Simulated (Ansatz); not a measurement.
# CH₅ radical: a reaction path by the nudged elastic band

What path joins these two structures, and how high does it climb? Both ends were relaxed at PBE0-D4 in triple zeta.

The runs use Ansatz 0.2.0, Gaussian basis; PBE0-D4/def2-SVP, unrestricted.

20 further runs of the same task are left out: 20 set aside as unsound or not needed.

**1. The system as given**

The first end: 6 atoms, charge 0, spin multiplicity 2.

Atoms are counted from 1 here; the program's logs count them from 0.

Bond lengths: H1–C2 1.090 Å, C2–H4 1.090 Å, C2–H5 1.090 Å, C2–H6 1.090 Å. Angles: H1–C2–H4 109.5°, H1–C2–H5 109.5°, H1–C2–H6 109.5°, H4–C2–H5 109.5°, H4–C2–H6 109.5°, H5–C2–H6 109.5°.

Coordinates:

```xyz
6

H     0.3471    0.0230   -0.2328
C    -0.5564   -0.0375    0.3732
H     2.7821    0.1874   -1.8660
H    -0.8770    0.9670    0.6484
H    -1.3449   -0.5267   -0.1980
H    -0.3508   -0.6131    1.2753
```

The second end:

```xyz
6

H     1.4911    0.1003   -1.0001
C    -0.8973   -0.0604    0.6019
H     2.1110    0.1421   -1.4160
H    -0.9219    1.0166    0.6817
H    -1.4140   -0.5539   -0.2083
H    -0.3689   -0.6447    1.3409
```

**2. The band at PBE0-D4/def2-SVP**

Input file neb/in.yaml:

```yaml
crystal:
  periodic: [false, false, false]
  atoms:
    - {symbol: H, position_ang: [0.347142, 0.022971, -0.232832]}
    - {symbol: C, position_ang: [-0.556413, -0.037464, 0.373237]}
    - {symbol: H, position_ang: [2.782059, 0.187411, -1.866017]}
    - {symbol: H, position_ang: [-0.876991, 0.966953, 0.648434]}
    - {symbol: H, position_ang: [-1.344872, -0.526681, -0.198038]}
    - {symbol: H, position_ang: [-0.350825, -0.613091, 1.275315]}
basis:
  gaussian: {orbitals: def2-SVP}
magnetization: {spin_polarized: true, initial_magnetization: 1}
hamiltonian: {xc: pbe0, dispersion: d4}
neb:
  images: 5
  climbing: true
  max_iterations: 40
  initial_path: idpp
  final_atoms:
    - {symbol: H, position_ang: [1.491104, 0.100297, -1.000133]}
    - {symbol: C, position_ang: [-0.897274, -0.060360, 0.601880]}
    - {symbol: H, position_ang: [2.111029, 0.142132, -1.415966]}
    - {symbol: H, position_ang: [-0.921907, 1.016627, 0.681665]}
    - {symbol: H, position_ang: [-1.413990, -0.553870, -0.208262]}
    - {symbol: H, position_ang: [-0.368861, -0.644727, 1.340915]}
```

Command:

```
ansatz run in.yaml --threads 2 --pin off --events-out ev --progress --plain --max-ram 4352MiB
```

The program printed, shortened:

```text
Functional definition: PBE0
  name "PBE0"
  cite "Adamo & Barone, J. Chem. Phys. 110, 6158 (1999) doi:10.1063/1.478522"
  cite "Perdew, Burke & Ernzerhof, Phys. Rev. Lett. 77, 3865 (1996) doi:10.1103/PhysRevLett.77.3865"
  parent pbe
[...]
433 factors; integrals over basis functions are off by at most 2.7e-4 eV
[...]
mean field -1113.72860658 eV, -40.9287713795 hartree, gradient 1.6e-5 eV, S^2 0.750002; 0 other end points of the search recorded, 0 dependent functions left out
[...]
reference -1113.72863370 eV, -40.9287723761 hartree; 6, 5 occupied and 33, 34 virtual orbitals, 433 factors
[... from here to the last solve, the lines of the solves are left out (113 solves) ...]
WARN: NEB end point (image 0): max|allowed force component| = 2.732e-1 eV/Å (the criterion of neb.relax_end_points is 1.000e-2). That is over neb.f_tol: it is no minimum, so the barrier can be far off. Relax it first
WARN: NEB end point (image 6): max|allowed force component| = 4.509e-1 eV/Å (the criterion of neb.relax_end_points is 1.000e-2). That is over neb.f_tol: it is no minimum, so the barrier can be far off. Relax it first
NEB iter   1: max|band force component| = 2.988e0 eV/Å  barrier→ = 3.1990 eV  barrier← = 2.8926 eV  Δτ_max = 0.2000 Å  (175 SCF iters)
[...]
NEB iter   4: max|band force component| = 4.560e0 eV/Å  barrier→ = 1.6494 eV  barrier← = 1.3430 eV  Δτ_max = 0.2000 Å  (119 SCF iters)
[...]
NEB iter   7: max|band force component| = 7.923e-1 eV/Å  barrier→ = 0.4431 eV  barrier← = 0.1367 eV  Δτ_max = 0.0967 Å  (117 SCF iters)
[...]
NEB iter  10: max|band force component| = 3.685e-1 eV/Å  barrier→ = 0.5151 eV  barrier← = 0.2087 eV  CI = image 4  Δτ_max = 0.0490 Å  (106 SCF iters)
[...]
NEB iter  13: max|band force component| = 1.031e-1 eV/Å  barrier→ = 0.5447 eV  barrier← = 0.2383 eV  CI = image 4  Δτ_max = 0.0141 Å  (94 SCF iters)
NEB iter  14: max|band force component| = 7.808e-2 eV/Å  barrier→ = 0.5440 eV  barrier← = 0.2376 eV  CI = image 4  Δτ_max = 0.0071 Å  (93 SCF iters)
[...]
NEB iter  15: max|band force component| = 3.561e-2 eV/Å  barrier→ = 0.5441 eV  barrier← = 0.2377 eV  CI = image 4  Δτ_max = 0.0000 Å  (774 SCF iters)
Total energy: -1113.20783331 eV, -40.9096333147 hartree
Atom 0 at     0.797483     0.054601    -0.534940 Å, force    -0.034566    -0.003472     0.023245 eV/Å
Atom 1 at    -0.441409    -0.029988     0.296126 Å, force     0.013848     0.001071    -0.009377 eV/Å
Atom 2 at     1.520519     0.103157    -1.019919 Å, force     0.023345     0.002184    -0.015691 eV/Å
Atom 3 at    -0.646684     1.025490     0.496542 Å, force    -0.001041    -0.000148     0.000707 eV/Å
Atom 4 at    -1.133098    -0.531546    -0.386771 Å, force    -0.000845     0.000186     0.000495 eV/Å
Atom 5 at    -0.096711    -0.621616     1.149061 Å, force    -0.000740     0.000180     0.000621 eV/Å
Dipole moment:    -0.122359    -0.008314     0.082077 e Å
```

Wall time 71 s (2 threads of AMD EPYC 7R43, shared host).

The last band:

```csv
image,path (Å),energy (kJ/mol),H1–H3 (Å),H1–C2 (Å)
0,0.00,0.0,2.94,1.09
1,0.44,-0.1,2.44,1.10
2,0.88,2.4,1.96,1.10
3,1.33,12.4,1.47,1.12
4,1.77,52.5,0.87,1.49
5,2.46,31.5,0.77,2.28
6,3.14,29.6,0.75,2.88
```

The highest image, 4:

```
H     0.7975    0.0546   -0.5349
C    -0.4414   -0.0300    0.2961
H     1.5205    0.1032   -1.0199
H    -0.6467    1.0255    0.4965
H    -1.1331   -0.5315   -0.3868
H    -0.0967   -0.6216    1.1491
```

**3. Results**

| quantity | value |
| --- | --- |
| PBE0-D4/def2-SVP, 15 iterations | highest 52.5 kJ/mol (image 4), last end +29.6 kJ/mol |
| from earlier runs: barrier over the separately found saddle, CCSD(T)/def2-TZVPP | 62.6 kJ/mol |

What this shows: The highest image lies 52.5 kJ/mol above the first end, and it climbed, so it estimates the saddle. The ends are not quite minima at this level (largest force component 0.45 eV/Å), so the heights are unreliable: relaxing the first end would lower it and raise the barrier above it. The highest image is 10.1 kJ/mol below the CCSD(T) barrier in triple zeta, which comes from separate runs on the saddle.
